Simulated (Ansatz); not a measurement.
# BCl2 (SMILES Cl[B]Cl): UBLYP/def2-TZVP

Aim: the electronic atomisation energy of BCl2 at UBLYP/def2-TZVP, from 3 runs. 

The calculation is run with Ansatz 0.2.0.

40 further runs of the same task are left out: 40 set aside as unsound or not needed.

## (1) Starting point

BCl2: 3 atoms, total charge 0, spin state doublet. SMILES: `Cl[B]Cl`. Geometry: relaxed at PBE0-D4/def2-TZVP.

Bond lengths: Cl1–B2 1.720 Å, B2–Cl3 1.720 Å. Angles: Cl1–B2–Cl3 125.4°.

## (2) The energy at UBLYP/def2-TZVP

Input file input.yaml:

```yaml
basis:
  gaussian: {orbitals: def2-TZVP}
crystal:
  periodic: [false, false, false]
  atoms:
    - {symbol: Cl, position_ang: [0.371500, -1.525600, 0.030000]}
    - {symbol: B, position_ang: [-0.463900, -0.050300, -0.256900]}
    - {symbol: Cl, position_ang: [0.081500, 1.511100, 0.213700]}
magnetization: {spin_polarized: true, initial_magnetization: 1}
hamiltonian: {xc: {name: BLYP}}
accuracy: high
output: {orbitals: {seedname: orbitals}}
```

Started as:

```bash
$ ansatz run input.yaml --threads 1 --pin off --max-ram 3480MiB --events-out events.jsonl --progress --plain --runs-dir runs
```

Log:

```text
Warning: RAYON_NUM_THREADS=1 ignored (pool sized by the plan → 1); use --threads N
Functional definition: BLYP
  name "BLYP"
  parameter beta = 0.0042
  parameter a = 0.04918
  parameter b = 0.132
  parameter c = 0.2533
  parameter d = 0.349
  exchange = b88_x(beta = beta)
  correlation = lyp_c(a = a, b = b, c = c, d = d)
1585 factors; integrals over basis functions are off by at most 3.6e-9 eV
mean field evaluation 1: about -25720.6482 eV, gradient 1.6e1 eV
mean field evaluation 2: about -25717.9886 eV, gradient 2.7e1 eV
mean field evaluation 4: about -25722.1751 eV, gradient 9.9e-1 eV
mean field evaluation 8: about -25722.1740 eV, gradient 4.0e-2 eV
mean field evaluation 16: about -25722.1740 eV, gradient 1.3e-5 eV
mean field -25722.17400882 eV, -945.2724597082 hartree, gradient 3.7e-8 eV, S^2 0.752277; 0 other end points of the search recorded, 0 dependent functions left out
reference -25722.17404963 eV, -945.2724612083 hartree; 20, 19 occupied and 85, 86 virtual orbitals, 1585 factors
Total energy: -25722.17404963 eV, -945.2724612083 hartree
```

Run time: 6.9 s. Hardware: 1 thread of Arm Neoverse V1, shared host; peak memory 0.25 GiB.

## (3) The B atom, same level

Input file in.yaml:

```yaml
crystal:
  periodic: [false, false, false]
  atoms:
    - symbol: B
      position_ang: [0.000000, 0.000000, 0.000000]
basis:
  gaussian: {orbitals: def2-TZVP}
magnetization: {spin_polarized: true, initial_magnetization: 1}
accuracy: high
hamiltonian: {xc: {name: BLYP}}
```

Started as:

```bash
$ ansatz run in.yaml --threads 1 --pin off --max-ram 3480MiB --events-out events.jsonl --progress --plain --runs-dir runs
```

Log, shortened:

```text
Warning: RAYON_NUM_THREADS=1 ignored (pool sized by the plan → 1); use --threads N
[... 9 set-up lines as earlier in the session ...]
312 factors; integrals over basis functions are off by at most 3.0e-9 eV
mean field evaluation 1: about -670.6777 eV, gradient 3.7e0 eV
mean field evaluation 2: about -670.7656 eV, gradient 2.0e0 eV
mean field evaluation 4: about -670.8008 eV, gradient 2.4e-1 eV
mean field evaluation 8: about -670.8009 eV, gradient 5.2e-4 eV
mean field evaluation 16: about -670.8019 eV, gradient 1.1e-1 eV
mean field evaluation 32: about -670.8009 eV, gradient 1.4e-4 eV
mean field -670.80091117 eV, -24.6514788002 hartree, gradient 7.4e-8 eV, S^2 0.752982; 2 other end points of the search recorded, 0 dependent functions left out
reference -670.80094116 eV, -24.6514799023 hartree; 3, 2 occupied and 28, 29 virtual orbitals, 312 factors
Total energy: -670.80094116 eV, -24.6514799023 hartree
```

Wall time 0.81 s (1 thread of Arm Neoverse V1, shared host).

## (4) The Cl atom at the same level

Input file input.yaml:

```yaml
crystal:
  periodic: [false, false, false]
  atoms:
    - {symbol: Cl, position_ang: [0.000000, 0.000000, 0.000000]}
basis:
  gaussian:
    orbitals: def2-TZVP
hamiltonian:
  xc: {name: BLYP}
magnetization:
  spin_polarized: true
  initial_magnetization: 1
accuracy: high
```

Started as:

```bash
$ ansatz run input.yaml --threads 1 --pin off --max-ram 3480MiB --events-out events.jsonl --progress --plain --runs-dir runs
```

Log, shortened:

```text
Warning: RAYON_NUM_THREADS=1 ignored (pool sized by the plan → 1); use --threads N
[... 9 set-up lines as earlier in the session ...]
366 factors; integrals over basis functions are off by at most 3.1e-9 eV
mean field evaluation 1: about -12521.1980 eV, gradient 5.2e0 eV
mean field evaluation 2: about -12521.2836 eV, gradient 3.5e0 eV
mean field evaluation 4: about -12521.3279 eV, gradient 6.6e-2 eV
mean field evaluation 8: about -12521.3279 eV, gradient 2.9e-5 eV
mean field evaluation 16: about -12521.3279 eV, gradient 1.0e-8 eV
mean field evaluation 32: about -12521.3277 eV, gradient 1.7e-1 eV
mean field -12521.32791147 eV, -460.1503134858 hartree, gradient 2.1e-8 eV, S^2 0.752449; 5 other end points of the search recorded, 0 dependent functions left out
reference -12521.32794047 eV, -460.1503145515 hartree; 9, 8 occupied and 28, 29 virtual orbitals, 366 factors
Total energy: -12521.32794047 eV, -460.1503145515 hartree
```

Run time: 2.2 s. Hardware: 1 thread of Arm Neoverse V1, shared host.

## (5) Outcome

Level: UBLYP/def2-TZVP.

```
                                    quantity          value
                      molecule: total energy  -945.27246 Eh
molecule: HOMO energy (highest over α and β)       -4.91 eV
 molecule: LUMO energy (lowest over α and β)       -3.04 eV
                              molecule: ⟨S²⟩          0.752
                        B atom: total energy   -24.65148 Eh
                                B atom: ⟨S²⟩          0.753
                       Cl atom: total energy  -460.15031 Eh
                               Cl atom: ⟨S²⟩          0.752
               electronic atomisation energy       8.717 eV
```

What this shows: Taking the molecule apart into free atoms costs 8.72 eV (841 kJ/mol), before zero-point energy and without spin-orbit coupling.
